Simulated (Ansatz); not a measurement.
AlSn in Ansatz: the effect of functional

The system is AlSn.

```xyz
2
Lattice="4.2534 0.0000 0.0000 -2.1267 3.6835 0.0000 0.0000 0.0000 3.3504" Properties=species:S:1:pos:R:3 pbc="T T T"
Sn    0.0000    2.4557    1.6752
Al    0.0000    0.0000    0.0000
```

The cell comes from a database or a generator and needn't be the stable form of this composition.

The cell isn't the ideal one: volume scaled by 1.04.

Alike in all runs:

```yaml
Program: Ansatz 0.2.0
Task: single point
Potentials_or_basis: Ansatz PAW
k_mesh: 7 × 7 × 8
Occupations: fermi-dirac, width 0.05 eV
Spin: no spin polarisation
```

```csv
functional,cutoff,pressure (GPa)
LDA,420 eV (not typed: the program's choice for these potentials),?
r2SCAN,500 eV (not typed: the program's choice for these potentials),-2.9
PBE,420 eV (not typed: the program's choice for these potentials),-1.6
```

What does the run with functional LDA give?

Pressure -4.6 GPa.

Caveats: the PAW data sets come from PBE, with cores solved anew for the run's functional, which leaves a small shift of forces and pressure (some runs).
